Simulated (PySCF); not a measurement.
# SnH3(OiPr): geometry, NMR shifts and electronic excitations

Aim: predict the NMR shifts and electronic excitations of SnH3(OiPr) (`[H][Sn]([H])([H])[O]C(C)C`).

Computed with PySCF 2.14.0, with density-fitted response routines of our own, on a single molecule in the gas phase. Atoms count from 0, in the outputs and in this text.

### 1 The starting structure

15 atoms, charge 0, multiplicity 1; geometry from: GFN2-xTB. The atoms were then displaced at random by about 0.03 Å, so the start is not that level's minimum.

Bonds of the start (Å): Sn0–H1 1.62, Sn0–H2 1.57, Sn0–H3 1.75, Sn0–O4 1.97, O4–C5 1.38, C5–C6 1.52, C5–C7 1.57, C5–H8 1.09, C6–H9 1.07, C6–H10 1.09, C6–H11 1.11, C7–H12 1.04, C7–H13 1.05, C7–H14 1.11.

### 2 Relaxing the molecule at PBE0-D3(BJ)/def2-SVP

The job: settings as JSON, then the geometry in Å.

```
{"job": {"xc": "PBE0", "basis": "def2-SVP", "d3": "d3bj", "grid": 1, "maxiter": 40, "shake": 0.03, "kind": "geom"}, "charge": 0, "multiplicity": 1}
Sn     1.242050     1.274290     1.708450
H      1.050540     0.874140     3.264780
H      2.644000     1.118870     1.013140
H      0.755280     2.920920     1.386860
O     -0.092240     0.037970     0.943970
C     -0.610140    -0.065780    -0.329220
C     -1.439960    -1.338540    -0.316710
C      0.544510    -0.167540    -1.388030
H     -1.236160     0.805420    -0.500740
H     -0.857910    -2.212360    -0.093590
H     -1.995840    -1.456790    -1.248240
H     -2.194800    -1.251880     0.490660
H      0.994160     0.769160    -1.428030
H      1.112740    -1.000010    -1.105700
H      0.050990    -0.383980    -2.353600
```

The run is started by

```sh
OMP_NUM_THREADS=1 python probes_run.py task.json out
```

This one command runs all jobs of the session in turn.

**Question.** This job is followed by: GIAO PBE0/pcSseg-1 Sn:def2-TZVP NMR shielding, non-relativistic, gas phase; TDDFT wB97X-D/def2-SVPD, vertical, gas phase, core orbitals frozen in the response; GIAO B3LYP/pcSseg-1 Sn:def2-TZVP NMR shielding, non-relativistic, gas phase. What will the session give for the following? point group; rotational constants (main isotopes); 13C shifts against TMS (PBE0/def2-TZVP+pcSseg-1, means over atoms taken as alike); 1H shifts against TMS (PBE0/def2-TZVP+pcSseg-1, means over atoms taken as alike); 17O shifts against H2O (PBE0/def2-TZVP+pcSseg-1); surface potential, 1st and 99th percentile; lowest singlet (wB97X-D/def2-SVPD); brightest single state of those computed; lowest triplet; vertical ionisation energy (ΔSCF); range of the shift of O4.

The runs gave:

```
                                                                         quantity                        value
                                                                      point group                           C1
                                             rotational constants (main isotopes)         7.17, 1.16, 1.05 GHz
13C shifts against TMS (PBE0/def2-TZVP+pcSseg-1, means over atoms taken as alike)               71.0, 28.4 ppm
 1H shifts against TMS (PBE0/def2-TZVP+pcSseg-1, means over atoms taken as alike)         5.44, 3.81, 1.15 ppm
                                 17O shifts against H2O (PBE0/def2-TZVP+pcSseg-1)                     60.4 ppm
                                            surface potential, 1st and 99th percentile           -1.54 V and 1.64 V
                                               lowest singlet (wB97X-D/def2-SVPD)  5.96 eV (208 nm), f = 0.006
                                         brightest single state of those computed  state 2, 6.83 eV, f = 0.118
                                                                   lowest triplet                      5.58 eV
                                                vertical ionisation energy (ΔSCF)                      9.41 eV
                                                         range of the shift of O4             60.4 to 70.3 ppm
```

What this shows: The start was shaken at random, so part of the energy gained undoes that. The optimisation took 8 steps and gained 0.628 eV; among the close pairs (by a distance rule), Sn0–H2 changed most, from 1.573 to 1.716 Å. At PBE0/def2-TZVP+pcSseg-1: Shielding is most anisotropic at C5 (span 68 ppm, paramagnetic term -129 ppm). At PBE0/def2-TZVP+pcSseg-1, counted by nearest atom on the grid, the HOMO lies on O4 63 %; H8 9 %, the LUMO on Sn0 20 %; H1, H2, H3 about 17 % each. The first singlet state (HOMO→LUMO 0.77, HOMO→LUMO+1 0.10) lies at 5.96 eV and is weak; of the 10 states computed, the strongest absorption comes from state 2 at 6.83 eV. The lowest triplet lies 0.38 eV below the lowest singlet (triplets in Tamm-Dancoff, singlets in full TDDFT). Spin-orbit coupling, left out, mixes singlets and triplets in elements this heavy. ΔSCF puts the ionisation energy at 9.41 eV, 0.10 eV above −ε(HOMO). In ppm, O4 moves most: its shift spreads over 10.0 ppm, from 60.4 (PBE0/def2-TZVP+pcSseg-1) to 70.3 (B3LYP/def2-TZVP+pcSseg-1). Spin-orbit coupling is left out, which matters for shieldings and couplings at and beside the heavy atoms.
